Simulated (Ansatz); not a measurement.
**TiMo: equation of state with PBE**

Crystal: TiMo.

```
Mo Ti
1.0
     1.59357   -2.36042    0.00000
     1.59357    2.36042    0.00000
     0.00000    0.00000    4.25072
Mo Ti
1 1
Cartesian
  0.0000 0.0000 0.0000
  1.5936 0.0000 2.1254
```

The cell comes from a database or a generator and needn't be the stable form of this composition.

```yaml
Program: Ansatz 0.2.0
Task: equation of state
Functional: PBE
Potentials_or_basis: all-electron LAPW, scalar-relativistic
Basis_error_allowed: 0.0005 eV/atom
k_mesh: 10 × 10 × 6
Occupations: fermi-dirac, width 0.05 eV
Spin: no spin polarisation
```

```yaml
Equilibrium_volume: 15.96 Å³/atom
Bulk_modulus_at_fixed_shape_and_positions: 175 GPa
Pressure_derivative_of_the_bulk_modulus: 3.8
```

Energy against volume, from the lowest point:
```
volume (Å³/atom)  energy (meV/atom)
          15.030              32.71
          15.350              13.65
          15.669               3.01
          15.989               0.00
          16.309               3.92
          16.629              14.14
          16.948              30.08
```

All runs of the series together: 6.8 min on 1 thread of Arm Neoverse N1 (shared host).

Caveat: the cell was scaled at fixed shape and fractional positions, which overstates the stiffness of a crystal with free parameters, most of all of layers and chains.
